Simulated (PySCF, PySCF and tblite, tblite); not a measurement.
# C₇H₅N: telling isomers apart by computed NMR, part 1 of 3

Can the signals of one isomer of C₇H₅N be assigned among several candidates?

Programs: PySCF 2.14.0 with density-fitted response routines of our own, and tblite 0.8.0. All values are computed, except where a source is named. Atoms count from 0 throughout.

### 1 The starting structure

13 atoms, charge 0, multiplicity 1; geometry from: MMFF94s geometry. This is the first candidate.

Bonds of the start (Å): C0–C1 1.32, C0–H8 1.09, C0–H9 1.10, C1–C2 1.45, C1–C7 1.46, C2–C3 1.33, C2–H10 1.09, C3–C4 1.46, C3–H11 1.07, C4–C5 1.41, C4–C7 1.34, C5–N6 1.16, C7–H12 1.08.

### 2 GFN2-xTB relaxation, isomer A, conformer 1

The job: settings as JSON, then the geometry in Å.

```
{"job": {"xc": "GFN2-xTB", "basis": "xTB", "kind": "relax"}, "charge": 0, "multiplicity": 1}
C     -2.190000    -0.373100    -0.535100
C     -0.952400    -0.054400    -0.199400
C     -0.506900     1.187900     0.403900
C      0.809800     1.097000     0.579300
C      1.259600    -0.217400     0.134800
C      2.597000    -0.662700     0.172500
N      3.703600    -1.024100     0.211000
C      0.218500    -0.908800    -0.337400
H     -2.438200    -1.335400    -0.972100
H     -3.020400     0.327300    -0.383000
H     -1.148600     2.031900     0.637500
H      1.452200     1.841500     1.012500
H      0.211200    -1.909200    -0.742100
```

The run is started by

```
> OMP_NUM_THREADS=1 python ens_run.py task.json out
```

One launch serves the whole session.

The log of the run:

```text
step      E/eV     max force
  0    -553.69519    2.080
  1    -553.63531    5.912
  2    -553.73870    1.278
  3    -553.74749    0.673
  4    -553.75722    0.155
  5    -553.75902    0.125
  6    -553.76207    0.141
  7    -553.76260    0.081
  8    -553.76299    0.053
  9    -553.76337    0.054
 10    -553.76353    0.041
 11    -553.76360    0.023
 12    -553.76360    0.023
 13    -553.76363    0.019
 14    -553.76368    0.020
 15    -553.76370    0.069
 16    -553.76373    0.055
 17    -553.76376    0.030
 18    -553.76384    0.020
 19    -553.76388    0.032
 20    -553.76393    0.027
 21    -553.76397    0.018
 22    -553.76400    0.019
 23    -553.76403    0.018
 24    -553.76406    0.014
 25    -553.76408    0.011
 26    -553.76409    0.009
 27    -553.76410    0.010
 28    -553.76411    0.008
 29    -553.76411    0.006
 30    -553.76412    0.005
 31    -553.76412    0.005
 32    -553.76412    0.005
 33    -553.76412    0.005
 34    -553.76413    0.003
```

It took 0.22 s on 1 thread of Arm Neoverse V1, shared host.

Relaxing gained 0.069 eV and moved the atoms by 0.02 Å on average (rms).

### 3 Shieldings, isomer A, conformer 1: B97-2/pcSseg-1 in chloroform

The job: settings as JSON, then the geometry in Å.

```
{"job": {"xc": "B97-2", "basis": "pcSseg-1", "solvent": "chloroform", "kind": "nmr", "pop": true}, "charge": 0, "multiplicity": 1}
C     -2.221753    -0.375480    -0.538828
C     -0.968504    -0.064475    -0.194484
C     -0.496878     1.186132     0.400988
C      0.827489     1.097481     0.592526
C      1.277891    -0.219789     0.128493
C      2.610549    -0.652208     0.179802
N      3.705127    -0.994790     0.227276
C      0.208915    -0.910490    -0.339489
H     -2.466127    -1.330530    -0.973456
H     -3.034166     0.317088    -0.394720
H     -1.137342     2.015680     0.632549
H      1.488088     1.834964     1.009856
H      0.202322    -1.903096    -0.748241
```

The log of the run:

```text
coarse grid: 11768 points
cycle   1  E = -324.2070055137  dE =  1.386e+00  |g| = 4.290e-01  |ddm| = 3.805e+00
cycle   2  E = -324.1214054045  dE =  8.560e-02  |g| = 7.693e-01  |ddm| = 1.251e+00
cycle   3  E = -324.2486442689  dE = -1.272e-01  |g| = 1.357e-01  |ddm| = 7.809e-01
cycle   4  E = -324.2528486756  dE = -4.204e-03  |g| = 3.980e-02  |ddm| = 1.453e-01
cycle   5  E = -324.2531556774  dE = -3.070e-04  |g| = 1.971e-02  |ddm| = 5.119e-02
cycle   6  E = -324.2532532855  dE = -9.761e-05  |g| = 3.825e-03  |ddm| = 1.706e-02
cycle   7  E = -324.2532572524  dE = -3.967e-06  |g| = 7.253e-04  |ddm| = 4.222e-03
final grid: 116312 points
cycle   8  E = -324.2884676559  dE = -5.241e-05  |g| = 2.645e-03  |ddm| = 4.506e-02
cycle   9  E = -324.2884660204  dE =  1.635e-06  |g| = 3.597e-03  |ddm| = 6.316e-03
cycle  10  E = -324.2884692250  dE = -3.205e-06  |g| = 8.441e-04  |ddm| = 3.923e-03
cycle  11  E = -324.2884693691  dE = -1.441e-07  |g| = 2.903e-04  |ddm| = 8.092e-04
cycle  12  E = -324.2884693833  dE = -1.421e-08  |g| = 1.558e-04  |ddm| = 3.461e-04
cycle  13  E = -324.2884693892  dE = -5.925e-09  |g| = 2.403e-05  |ddm| = 1.408e-04
cycle  14  E = -324.2884693894  dE = -1.418e-10  |g| = 5.789e-06  |ddm| = 2.659e-05
converged SCF energy = -324.2884693894

GIAO shielding tensors (ppm)
atom      isotropic    diamagn.    paramagn.     s11        s22        s33       span
  0 C       41.880     250.112    -208.232    -52.899     15.303    163.237    216.136
  1 C       32.692     259.415    -226.723    -66.931     26.409    138.598    205.528
  2 C       57.084     249.474    -192.390    -40.999     63.890    148.359    189.358
  3 C       49.082     247.560    -198.477    -48.431     56.126    139.552    187.983
  4 C       68.791     258.204    -189.413    -20.682     84.144    142.910    163.592
  5 C       64.202     257.572    -193.370    -54.235    -42.899    289.740    343.975
  6 N      -33.925     342.498    -376.423   -177.467   -148.544    224.235    401.702
  7 C       42.620     246.750    -204.131    -65.098     47.253    145.704    210.801
  8 H       24.896      28.987      -4.091     22.199     23.847     28.641      6.442
  9 H       24.863      28.617      -3.754     22.384     23.794     28.411      6.027
 10 H       25.153      31.503      -6.349     23.769     24.580     27.110      3.341
 11 H       24.937      30.597      -5.659     23.379     24.390     27.043      3.664
 12 H       24.568      32.126      -7.558     22.460     23.476     27.767      5.307
```

Run time: 21 s. Hardware: 1 thread of Arm Neoverse V1, shared host.

In short: HOMO -6.76 eV, LUMO -2.71 eV; dipole 6.77 D.

### 4 Single-point energy, isomer A, conformer 1: B3LYP/def2-SVP in chloroform

The job, as its differences from that of step 3:

```diff
@@ -1,2 +1,2 @@
-{"job": {"xc": "B97-2", "basis": "pcSseg-1", "solvent": "chloroform", "kind": "nmr", "pop": true}, "charge": 0, "multiplicity": 1}
+{"job": {"xc": "B3LYP", "basis": "def2-SVP", "solvent": "chloroform", "kind": "sp"}, "charge": 0, "multiplicity": 1}
 C     -2.221753    -0.375480    -0.538828
```

The log of the run:

```text
coarse grid: 11768 points
cycle   1  E = -324.0912146701  dE =  1.311e+00  |g| = 4.483e-01  |ddm| = 4.808e+00
cycle   2  E = -323.9880065769  dE =  1.032e-01  |g| = 8.228e-01  |ddm| = 1.223e+00
cycle   3  E = -324.1370840328  dE = -1.491e-01  |g| = 1.483e-01  |ddm| = 7.448e-01
cycle   4  E = -324.1423473945  dE = -5.263e-03  |g| = 4.167e-02  |ddm| = 1.838e-01
cycle   5  E = -324.1426777435  dE = -3.303e-04  |g| = 2.184e-02  |ddm| = 6.748e-02
cycle   6  E = -324.1428011520  dE = -1.234e-04  |g| = 4.376e-03  |ddm| = 2.382e-02
cycle   7  E = -324.1428066141  dE = -5.462e-06  |g| = 7.382e-04  |ddm| = 5.949e-03
final grid: 116312 points
cycle   8  E = -324.2060151247  dE = -3.151e-05  |g| = 4.343e-03  |ddm| = 4.697e-02
cycle   9  E = -324.2060134638  dE =  1.661e-06  |g| = 5.040e-03  |ddm| = 1.225e-02
cycle  10  E = -324.2060202402  dE = -6.776e-06  |g| = 1.376e-03  |ddm| = 7.095e-03
cycle  11  E = -324.2060206698  dE = -4.296e-07  |g| = 2.806e-04  |ddm| = 1.300e-03
cycle  12  E = -324.2060206840  dE = -1.426e-08  |g| = 1.302e-04  |ddm| = 3.889e-04
cycle  13  E = -324.2060206880  dE = -3.952e-09  |g| = 4.411e-05  |ddm| = 1.662e-04
cycle  14  E = -324.2060206885  dE = -4.769e-10  |g| = 7.291e-06  |ddm| = 5.346e-05
converged SCF energy = -324.2060206885
```

Run time: 8.2 s. Hardware: 1 thread of Arm Neoverse V1, shared host.

This run: HOMO -6.64 eV, LUMO -2.68 eV; dipole 6.34 D.

### 5 Boltzmann average, isomer A: properties at B97-2/pcSseg-1 in chloroform

The job: settings as JSON, then the geometry in Å.

```
{"job": {"study": "conf", "smiles": "C=C1C=CC(C#N)=C1", "search": {"seed": 5580, "n_embed": 45, "ff_keep": 10, "window": 2.5, "nmax": 6, "temps": [250, 298.15, 350], "t_ref": 298.15, "order": 0.002}, "level": {"nmr": {"xc": "B97-2", "basis": "pcSseg-1", "solvent": "chloroform"}, "sp": {"xc": "B3LYP", "basis": "def2-SVP", "solvent": "chloroform"}}, "kind": "conf"}, "charge": 0, "multiplicity": 1}
C     -2.221753    -0.375480    -0.538828
C     -0.968504    -0.064475    -0.194484
C     -0.496878     1.186132     0.400988
C      0.827489     1.097481     0.592526
C      1.277891    -0.219789     0.128493
C      2.610549    -0.652208     0.179802
N      3.705127    -0.994790     0.227276
C      0.208915    -0.910490    -0.339489
H     -2.466127    -1.330530    -0.973456
H     -3.034166     0.317088    -0.394720
H     -1.137342     2.015680     0.632549
H      1.488088     1.834964     1.009856
H      0.202322    -1.903096    -0.748241
```

The log of the run:

```text
conformer  sym    E(xTB)   E(DFT)   G(298.15 K)  weight  dipole/D
    1     Cs      0.000    0.000    0.000   1.0000    6.345

mean shielding (ppm) by class
class atoms           250 K   298.15 K      350 K
  0 C  0              41.88      41.88      41.88
  1 C  1             32.692     32.692     32.692
  2 C  2             57.084     57.084     57.084
  3 C  3             49.082     49.082     49.082
  4 C  4             68.791     68.791     68.791
  5 C  5             64.202     64.202     64.202
  6 N  6            -33.925    -33.925    -33.925
  7 C  7              42.62      42.62      42.62
  8 H  8             24.895     24.895     24.895
  9 H  9             24.863     24.863     24.863
 10 H  10            25.153     25.153     25.153
 11 H  11            24.937     24.937     24.937
 12 H  12            24.568     24.568     24.568
```

Run time: 31 s. Hardware: 1 thread of Arm Neoverse V1, shared host. This counts the runs that the step sums up.

The search (ETKDG and KDG, MMFF94s, GFN2-xTB) embedded 45 structures, kept 1 distinct ones after the force field and 1 after xTB; 1 was carried on (window 2.5 kcal/mol at the search's own energies). Energies: B3LYP/def2-SVP in chloroform with D3(BJ).

The conformers at 298 K:

```tsv
no.	group	mirror pair	ΔE xTB	ΔE DFT	ΔG	weight (%)	μ (D)	A, B, C (GHz)
1	Cs	no	0.00	0.00	0.00	100.0	6.34	6.61, 1.36, 1.13
```

Energies in kcal/mol. ΔG holds xTB vibrations and rotation, symmetry numbers and mirror pairs.

Shifts against references run at the same level (13C TMS 186.8, 1H TMS 31.80 ppm of shielding), by class of atoms, at 298 K:

```tsv
atoms	environment	average
C1	fully substituted alkene carbon	154.1
C0	terminal =CH2 carbon	145.0
C7	alkene CH	144.2
C3	alkene CH	137.8
C2	alkene CH	129.8
C5	nitrile carbon	122.6
C4	fully substituted alkene carbon	118.0
H12	hydrogen on an alkene CH	7.24
H9	hydrogen on a terminal =CH2 carbon	6.94
H8	hydrogen on a terminal =CH2 carbon	6.91
H11	hydrogen on an alkene CH	6.87
H10	hydrogen on an alkene CH	6.65
N6	nitrile nitrogen	-33.9 (σ)
```

Effective distances for nuclear Overhauser effects, ⟨r⁻⁶⟩^(−1/6) over all pairs of two classes (Å): H8···H9 1.84; H10···H11 2.66; H8···H12 2.74; H9···H10 2.75; H8···H10 3.94; H9···H12 3.94.

### 6 GFN2-xTB relaxation, isomer B, conformer 1

The job: settings as JSON, then the geometry in Å.

```
{"job": {"xc": "GFN2-xTB", "basis": "xTB", "kind": "relax"}, "charge": 0, "multiplicity": 1}
C     -3.197900     0.095900    -0.147000
C     -2.012100     0.116300    -0.095000
C     -0.571200     0.122800    -0.009700
C      0.154100    -1.042500    -0.145900
C      1.544200    -1.000300    -0.054400
C      2.144300     0.233000     0.133400
N      1.468000     1.396200     0.256900
C      0.122600     1.316500     0.187300
H     -4.265400     0.084000    -0.198900
H     -0.349100    -2.003500    -0.287500
H      2.140300    -1.900000    -0.156800
H      3.226300     0.320100     0.203100
H     -0.408500     2.261800     0.296900
```

The log of the run:

```text
step      E/eV     max force
  0    -554.14910    2.331
  1    -554.09533    5.400
  2    -554.22339    0.866
  3    -554.23289    0.456
  4    -554.23802    0.151
  5    -554.24124    0.140
  6    -554.24255    0.087
  7    -554.24303    0.074
  8    -554.24341    0.061
  9    -554.24371    0.058
 10    -554.24382    0.026
 11    -554.24382    0.026
 12    -554.24384    0.019
 13    -554.24387    0.025
 14    -554.24388    0.052
 15    -554.24391    0.012
 16    -554.24392    0.013
 17    -554.24394    0.015
 18    -554.24395    0.011
 19    -554.24396    0.013
 20    -554.24398    0.014
 21    -554.24399    0.015
 22    -554.24401    0.016
 23    -554.24403    0.015
 24    -554.24405    0.012
 25    -554.24406    0.015
 26    -554.24408    0.013
 27    -554.24410    0.013
 28    -554.24411    0.010
 29    -554.24412    0.008
 30    -554.24413    0.008
 31    -554.24413    0.008
 32    -554.24414    0.008
 33    -554.24415    0.009
 34    -554.24415    0.008
 35    -554.24416    0.007
 36    -554.24416    0.006
 37    -554.24416    0.003
```

Wall time 0.2 s (1 thread of Arm Neoverse V1, shared host).

Gain 0.095 eV; displacement 0.02 Å root mean square.

### 7 Shieldings, isomer B, conformer 1: B97-2/pcSseg-1 in chloroform

The job: settings as JSON, then the geometry in Å.

```
{"job": {"xc": "B97-2", "basis": "pcSseg-1", "solvent": "chloroform", "kind": "nmr", "pop": false}, "charge": 0, "multiplicity": 1}
C     -3.189539     0.109526    -0.144306
C     -1.990419     0.109620    -0.084125
C     -0.578712     0.113803    -0.013752
C      0.159039    -1.064392    -0.139430
C      1.538166    -0.995738    -0.062380
C      2.130204     0.243743     0.137701
N      1.439980     1.366004     0.257689
C      0.126169     1.305681     0.184041
H     -4.237279     0.110651    -0.196883
H     -0.348345    -2.006293    -0.293088
H      2.142570    -1.884925    -0.155819
H      3.205103     0.347552     0.206122
H     -0.401326     2.245255     0.286503
```

The log of the run:

```text
coarse grid: 11768 points
cycle   1  E = -324.2064495649  dE =  1.462e+00  |g| = 3.734e-01  |ddm| = 3.782e+00
cycle   2  E = -324.2068739359  dE = -4.244e-04  |g| = 3.906e-01  |ddm| = 9.742e-01
cycle   3  E = -324.2400222101  dE = -3.315e-02  |g| = 1.096e-01  |ddm| = 4.782e-01
cycle   4  E = -324.2424592452  dE = -2.437e-03  |g| = 4.089e-02  |ddm| = 1.245e-01
cycle   5  E = -324.2428354499  dE = -3.762e-04  |g| = 1.634e-02  |ddm| = 4.566e-02
cycle   6  E = -324.2428962109  dE = -6.076e-05  |g| = 3.079e-03  |ddm| = 1.471e-02
cycle   7  E = -324.2428980405  dE = -1.830e-06  |g| = 1.428e-03  |ddm| = 4.795e-03
final grid: 116312 points
cycle   8  E = -324.2781868479  dE = -5.586e-05  |g| = 3.086e-03  |ddm| = 7.042e-02
cycle   9  E = -324.2781826483  dE =  4.200e-06  |g| = 4.986e-03  |ddm| = 7.446e-03
cycle  10  E = -324.2781891047  dE = -6.456e-06  |g| = 6.541e-04  |ddm| = 4.658e-03
cycle  11  E = -324.2781891662  dE = -6.149e-08  |g| = 4.178e-04  |ddm| = 7.514e-04
cycle  12  E = -324.2781892091  dE = -4.291e-08  |g| = 1.023e-04  |ddm| = 4.073e-04
cycle  13  E = -324.2781892116  dE = -2.468e-09  |g| = 2.987e-05  |ddm| = 1.176e-04
cycle  14  E = -324.2781892118  dE = -1.786e-10  |g| = 5.769e-06  |ddm| = 3.401e-05
converged SCF energy = -324.2781892118

GIAO shielding tensors (ppm)
atom      isotropic    diamagn.    paramagn.     s11        s22        s33       span
  0 C       97.293     258.280    -160.987     36.778     47.252    207.849    171.072
  1 C      102.303     247.571    -145.268     -0.300     10.745    296.464    296.764
  2 C       66.345     262.383    -196.037    -36.130     62.166    173.000    209.130
  3 C       40.930     248.124    -207.194    -68.442     18.088    173.143    241.585
  4 C       60.087     256.228    -196.140    -51.496     51.741    180.017    231.513
  5 C       33.994     250.575    -216.581    -70.320     23.687    148.615    218.935
  6 N      -73.426     330.272    -403.698   -363.093   -162.277    305.092    668.185
  7 C       29.033     246.354    -217.321    -75.680     22.894    139.885    215.565
  8 H       28.509      33.971      -5.462     24.182     24.949     36.396     12.214
  9 H       23.537      31.101      -7.564     20.260     22.321     28.028      7.768
 10 H       24.177      30.090      -5.913     21.494     23.611     27.427      5.932
 11 H       22.903      28.434      -5.531     19.111     23.089     26.507      7.396
 12 H       22.729      29.937      -7.208     18.575     21.645     27.968      9.394
```

It took 19 s on 1 thread of Arm Neoverse V1, shared host.

Key values: HOMO -7.04 eV, LUMO -1.41 eV; dipole 2.50 D.

### 8 Single-point energy, isomer B, conformer 1: B3LYP/def2-SVP in chloroform

The job, as its differences from that of step 7:

```diff
@@ -1,2 +1,2 @@
-{"job": {"xc": "B97-2", "basis": "pcSseg-1", "solvent": "chloroform", "kind": "nmr", "pop": false}, "charge": 0, "multiplicity": 1}
+{"job": {"xc": "B3LYP", "basis": "def2-SVP", "solvent": "chloroform", "kind": "sp"}, "charge": 0, "multiplicity": 1}
 C     -3.189539     0.109526    -0.144306
```

The log of the run:

```text
coarse grid: 11768 points
cycle   1  E = -324.0965639756  dE =  1.381e+00  |g| = 3.807e-01  |ddm| = 4.551e+00
cycle   2  E = -324.0938853962  dE =  2.679e-03  |g| = 4.129e-01  |ddm| = 1.011e+00
cycle   3  E = -324.1323209600  dE = -3.844e-02  |g| = 1.178e-01  |ddm| = 4.940e-01
cycle   4  E = -324.1352524508  dE = -2.931e-03  |g| = 4.314e-02  |ddm| = 1.410e-01
cycle   5  E = -324.1356688696  dE = -4.164e-04  |g| = 1.862e-02  |ddm| = 5.176e-02
cycle   6  E = -324.1357505697  dE = -8.170e-05  |g| = 3.088e-03  |ddm| = 1.773e-02
cycle   7  E = -324.1357524036  dE = -1.834e-06  |g| = 1.588e-03  |ddm| = 5.019e-03
final grid: 116312 points
cycle   8  E = -324.1985817261  dE = -3.507e-05  |g| = 4.430e-03  |ddm| = 4.299e-02
cycle   9  E = -324.1985784481  dE =  3.278e-06  |g| = 5.711e-03  |ddm| = 1.082e-02
cycle  10  E = -324.1985869491  dE = -8.501e-06  |g| = 1.204e-03  |ddm| = 6.547e-03
cycle  11  E = -324.1985873355  dE = -3.864e-07  |g| = 2.788e-04  |ddm| = 1.387e-03
cycle  12  E = -324.1985873504  dE = -1.487e-08  |g| = 1.398e-04  |ddm| = 3.475e-04
cycle  13  E = -324.1985873551  dE = -4.753e-09  |g| = 4.404e-05  |ddm| = 1.596e-04
cycle  14  E = -324.1985873555  dE = -4.356e-10  |g| = 1.057e-05  |ddm| = 5.119e-05
converged SCF energy = -324.1985873555
```

Wall time 8 s (1 thread of Arm Neoverse V1, shared host).

In short: HOMO -6.92 eV, LUMO -1.37 eV; dipole 2.35 D.

### 9 The ensemble, isomer B: properties at B97-2/pcSseg-1 in chloroform

The job: settings as JSON, then the geometry in Å.

```
{"job": {"study": "conf", "smiles": "C#Cc1cccnc1", "search": {"seed": 5580, "n_embed": 45, "ff_keep": 10, "window": 2.5, "nmax": 6, "temps": [250, 298.15, 350], "t_ref": 298.15, "order": 0.002}, "level": {"nmr": {"xc": "B97-2", "basis": "pcSseg-1", "solvent": "chloroform"}, "sp": {"xc": "B3LYP", "basis": "def2-SVP", "solvent": "chloroform"}}, "kind": "conf"}, "charge": 0, "multiplicity": 1}
C     -3.189539     0.109526    -0.144306
C     -1.990419     0.109620    -0.084125
C     -0.578712     0.113803    -0.013752
C      0.159039    -1.064392    -0.139430
C      1.538166    -0.995738    -0.062380
C      2.130204     0.243743     0.137701
N      1.439980     1.366004     0.257689
C      0.126169     1.305681     0.184041
H     -4.237279     0.110651    -0.196883
H     -0.348345    -2.006293    -0.293088
H      2.142570    -1.884925    -0.155819
H      3.205103     0.347552     0.206122
H     -0.401326     2.245255     0.286503
```

The log of the run:

```text
conformer  sym    E(xTB)   E(DFT)   G(298.15 K)  weight  dipole/D
    1     Cs      0.000    0.000    0.000   1.0000    2.352

mean shielding (ppm) by class
class atoms           250 K   298.15 K      350 K
  0 C  0             97.293     97.293     97.293
  1 C  1            102.303    102.303    102.303
  2 C  2             66.345     66.345     66.345
  3 C  3              40.93      40.93      40.93
  4 C  4             60.087     60.087     60.087
  5 C  5             33.994     33.994     33.994
  6 N  6            -73.426    -73.426    -73.426
  7 C  7             29.033     29.033     29.033
  8 H  8             28.509     28.509     28.509
  9 H  9             23.537     23.537     23.537
 10 H  10            24.177     24.177     24.177
 11 H  11            22.903     22.903     22.903
 12 H  12            22.729     22.729     22.729
```

Wall time 28 s (1 thread of Arm Neoverse V1, shared host). This counts the runs that the step sums up.

The search (ETKDG and KDG, MMFF94s, GFN2-xTB) embedded 45 structures, kept 1 distinct ones after the force field and 1 after xTB; 1 was carried on (window 2.5 kcal/mol at the search's own energies). Energies: B3LYP/def2-SVP in chloroform with D3(BJ).

The conformers at 298 K:

```tsv
no.	group	mirror pair	ΔE xTB	ΔE DFT	ΔG	weight (%)	μ (D)	A, B, C (GHz)
1	Cs	no	0.00	0.00	0.00	100.0	2.35	5.94, 1.58, 1.25
```

Energies in kcal/mol. ΔG holds xTB vibrations and rotation, symmetry numbers and mirror pairs.

Shifts against references run at the same level (13C TMS 186.8, 1H TMS 31.80 ppm of shielding), by class of atoms, at 298 K:

```tsv
atoms	environment	average
C7	aromatic CH next to a ring nitrogen	157.8
C5	aromatic CH next to a ring nitrogen	152.8
C3	aromatic CH	145.9
C4	aromatic CH	126.7
C2	substituted aromatic carbon	120.5
C0	terminal alkyne carbon	89.5
C1	alkyne carbon	84.5
H12	hydrogen on an aromatic CH next to a ring nitrogen	9.07
H11	hydrogen on an aromatic CH next to a ring nitrogen	8.90
H9	hydrogen on an aromatic CH	8.27
H10	hydrogen on an aromatic CH	7.63
H8	hydrogen on a terminal alkyne carbon	3.29
N6	pyridine-type ring nitrogen	-73.4 (σ)
```

Effective distances for nuclear Overhauser effects, ⟨r⁻⁶⟩^(−1/6) over all pairs of two classes (Å): H9···H10 2.50; H10···H11 2.50.

(Continued in part 2 of 3.)
